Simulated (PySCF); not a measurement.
# C₂₇H₂₉NSi₂: electronic excitations

Computed with PySCF 2.14.0 and routines of our own; the level stands in each step. Atoms count from 0.

## 1. The system as given

59 atoms, charge 0, multiplicity 1; geometry from: GFN2-xTB.

## 2. Electronic excitations: TDA B3LYP/6-31G*

The job: settings as JSON, then the geometry in Å.

```
{"job": {"kind": "uv", "basis": "6-31G*", "grid": 1, "kgrid": 0, "vcut": 1.5, "nstates": 5, "ntriplets": 2, "tda": true, "delta": ["ip_vertical"], "pop": false, "xc": "B3LYP"}, "charge": 0, "multiplicity": 1}
C     -0.392539    -1.101808    -2.184228
N     -0.094343    -0.120895    -1.151877
Si    -1.424148     0.617158    -0.282132
C     -1.350243     2.516248    -0.366714
C     -3.046100     0.055834    -1.092514
C     -3.368131     0.461841    -2.384634
C     -4.542096     0.058370    -2.993432
C     -5.426750    -0.762892    -2.314534
C     -5.127374    -1.172665    -1.026883
C     -3.949256    -0.765385    -0.426002
C     -1.362879    -0.005142     1.506806
C     -1.146603    -1.355696     1.769093
C     -1.057794    -1.832919     3.063579
C     -1.188964    -0.961086     4.131541
C     -1.416595     0.382989     3.891643
C     -1.503405     0.851106     2.592570
Si     1.565180     0.421428    -1.040601
C      2.008804     1.529136    -2.529585
C      1.785273     1.357379     0.587702
C      1.725161     0.682178     1.801779
C      1.834883     1.355983     3.004060
C      2.019070     2.727726     3.014418
C      2.112433     3.414532     1.815895
C      1.997637     2.731722     0.618057
C      2.689535    -1.107832    -1.030669
C      2.322459    -2.258203    -0.337611
C      3.141558    -3.372154    -0.308375
C      4.353543    -3.358502    -0.977939
C      4.738191    -2.224319    -1.671761
C      3.912528    -1.114565    -1.694125
H     -1.255238    -1.701645    -1.900326
H     -0.616437    -0.622757    -3.140722
H      0.460755    -1.762374    -2.327308
H     -0.550394     2.902673     0.254473
H     -2.283162     2.959056    -0.033148
H     -1.171773     2.858010    -1.380686
H     -2.684145     1.103494    -2.921243
H     -4.768784     0.384030    -3.998823
H     -6.345255    -1.080156    -2.786690
H     -5.814426    -1.810640    -0.489317
H     -3.726167    -1.088058     0.581171
H     -1.040780    -2.041675     0.940054
H     -0.885087    -2.884915     3.242781
H     -1.115247    -1.328383     5.145316
H     -1.524394     1.068702     4.719953
H     -1.674681     1.902245     2.415594
H      1.958344     0.971619    -3.459825
H      1.319050     2.362967    -2.612554
H      3.011221     1.936437    -2.445939
H      1.584852    -0.387562     1.806043
H      1.773335     0.810397     3.934498
H      2.097114     3.258780     3.952012
H      2.273230     4.483765     1.816570
H      2.070157     3.277315    -0.311160
H      1.374586    -2.278454     0.180242
H      2.836622    -4.254915     0.235969
H      4.995266    -4.227355    -0.958411
H      5.683421    -2.205517    -2.195959
H      4.223752    -0.235794    -2.238656
```

Method: TDA B3LYP/6-31G*, vertical, gas phase, core orbitals frozen in the response, virtual orbitals cut by energy.

Launch:

```console
$ OMP_NUM_THREADS=2 python large_run.py task.json out
```

One launch serves the whole session: the jobs run in the order shown.

**Question.** How long does this first job take on 2 threads of Arm Neoverse N1, shared host, and how much memory does it need?

About 7.2 min, with a peak of 1.7 GiB.
